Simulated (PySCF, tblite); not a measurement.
**C₆H₅OP: geometry, infrared bands and NMR shifts**

Aim: predict the infrared bands and NMR shifts of C₆H₅OP (`O=Cc1cccpc1`).

The runs use tblite 0.8.0 and PySCF 2.14.0, with density-fitted response routines of our own; the level of theory stands in each step. All values are computed, except where a source is named. Atoms count from 0, in the outputs and in this text.

### Step 1. Starting geometry

13 atoms, charge 0, multiplicity 1; geometry from: force field or distance geometry start.

Bonds of the start (Å): O0–C1 1.23, C1–C2 1.49, C2–C3 1.39, C3–C4 1.40, C4–C5 1.40, C5–P6 1.84, P6–C7 1.84, C7–C2 1.40, C1–H8 1.09, C3–H9 1.11, C4–H10 1.09, C5–H11 1.09, C7–H12 1.09.

### Step 2. Optimising the geometry with GFN2-xTB

Job settings and geometry (Å):

```
{"job": {"kind": "relax", "xc": "GFN2-xTB", "basis": "xTB"}, "charge": 0, "multiplicity": 1}
O     -2.368800    -1.728500     0.610100
C     -2.167400    -0.603300     0.149400
C     -0.782700    -0.071700    -0.003200
C      0.293500    -0.872600     0.364600
C      1.637100    -0.485800     0.273000
C      2.064400     0.745700    -0.226400
P      0.933900     2.066000    -0.817200
C     -0.673400     1.224100    -0.528300
H     -2.988900     0.046600    -0.145200
H      0.085900    -1.876300     0.779200
H      2.397300    -1.197300     0.588700
H      3.129900     0.959500    -0.267100
H     -1.565200     1.794200    -0.795300
```

Launch:

```console
OMP_NUM_THREADS=1 python probes_run.py task.json out
```

One launch serves the whole session: the jobs run in the order shown.

**Question.** This job is followed by: GFN2-xTB harmonic vibrations, gas phase; GIAO PBE0/pcSseg-1 NMR shielding, non-relativistic, gas phase. Predict these results of the whole session: strongest single infrared mode (GFN2-xTB); zero-point energy (GFN2-xTB); 13C shifts against TMS (PBE0/pcSseg-1); 1H shifts against TMS (PBE0/pcSseg-1); 17O shifts against H2O (PBE0/pcSseg-1); 31P shifts against H3PO4 (PBE0/pcSseg-1).

**Answer**, as computed:

| quantity | value |
| --- | --- |
| strongest single infrared mode (GFN2-xTB) | 1748 cm⁻¹, 391 km/mol |
| zero-point energy (GFN2-xTB) | 56.5 kcal/mol |
| 13C shifts against TMS (PBE0/pcSseg-1) | 198.0, 172.3, 171.4, 142.8, 139.8, 134.5 ppm |
| 1H shifts against TMS (PBE0/pcSseg-1) | 10.23, 9.57, 9.52, 8.70, 8.46 ppm |
| 17O shifts against H2O (PBE0/pcSseg-1) | 672.8 ppm |
| 31P shifts against H3PO4 (PBE0/pcSseg-1) | 233.2 ppm |

Relaxing lowered the energy by 0.380 eV in 25 steps; the close pair that moved most is P6–C7, from 1.837 to 1.732 Å. No mode is imaginary among the 33: a minimum at this level. The strongest single mode, at 1748 cm⁻¹, moves mainly C1 and O0. GFN2-xTB is a fitted tight-binding method: band positions and strengths are rough. Its intensities can rank the bands wrongly. The most deshielded carbon is C1 (aldehyde carbonyl carbon), at 198.0 ppm: the double bond to the heteroatom, with no lone-pair donor beside it, deshields it most. H8 (hydrogen on an aldehyde carbonyl carbon) lies farthest downfield among hydrogen, at 10.23 ppm; the C=O anisotropy and electron withdrawal place aldehyde protons far downfield. At PBE0/pcSseg-1: The widest tensor belongs to O0: span 1338 ppm, with a paramagnetic part of -737 ppm. NICS(1)zz of -26 ppm above the planar ring from C2 marks a diatropic (aromatic) ring current.
